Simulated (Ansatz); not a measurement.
**MgI2 under changes of volume**

One of the cells (34.041 Å³/atom); the others are scaled copies at fixed shape and fractional positions:

```
CELL_PARAMETERS angstrom
4.14000 0.00000 0.00000
-2.07000 3.58535 0.00000
0.00000 0.00000 6.88000
ATOMIC_POSITIONS crystal
I 0.66667 0.33333 0.75000
I 0.33333 0.66667 0.25000
Mg 0.00000 0.00000 0.00000
```

```yaml
Program: Ansatz 0.2.0
Functional: PBE
Potentials_or_basis: all-electron LAPW, scalar-relativistic
Cutoff: 169 eV (chosen from the basis error)
Basis_error_allowed: 0.001 eV/atom
k_mesh: 8 × 8 × 4
Occupations: fermi-dirac, width 0.05 eV
Spin: no spin polarisation
```

```tsv
volume (Å³/atom)	energy over the lowest point (meV/atom)	pressure (GPa)	gap on the mesh (eV)	largest force (eV/Å)
31.998	23.07	2.9	3.54	0.036
32.679	12.67	2.0	3.53	0.065
33.360	5.58	1.3	3.52	0.159
34.041	1.46	0.6	3.49	0.246
34.722	0.00	0.1	3.46	0.327
35.402	0.94	-0.5	3.43	0.402
36.083	?	?	?	?
```

Problem. What does the run at 36.083 Å³/atom give?

Solution. Energy over the lowest point 4.04 meV/atom; pressure -1.0 GPa; gap on the mesh 3.40 eV; largest force 0.471 eV/Å.

Worked out: A Birch-Murnaghan fit of order 3 (a polynomial in V^(-2/3)) to the other rows has its minimum at 34.78 Å³/atom with B0 = V·E''(V) = 28 GPa and B' = 4.5 at fixed shape and positions, which overstates the stiffness. It gives 4.03 meV/atom at 36.083 Å³/atom, against the run's 4.04, and -dE/dV = -1.0 GPa, against -1.0. A parabola through the other rows of the gap, of slope -2.29 eV per unit of ln V there, extrapolates to 3.39 eV, against the run's 3.40.

Energies are extrapolated to zero smearing.

Caveats: spin-orbit coupling is left out, which moves the levels of the heavy elements; the cell's inner coordinates are idealised or old, which leaves forces on the atoms; this functional lacks dispersion, which binds the layers, so the pressure and a relaxed spacing across them are unreliable.

A mesh can miss the band edges.
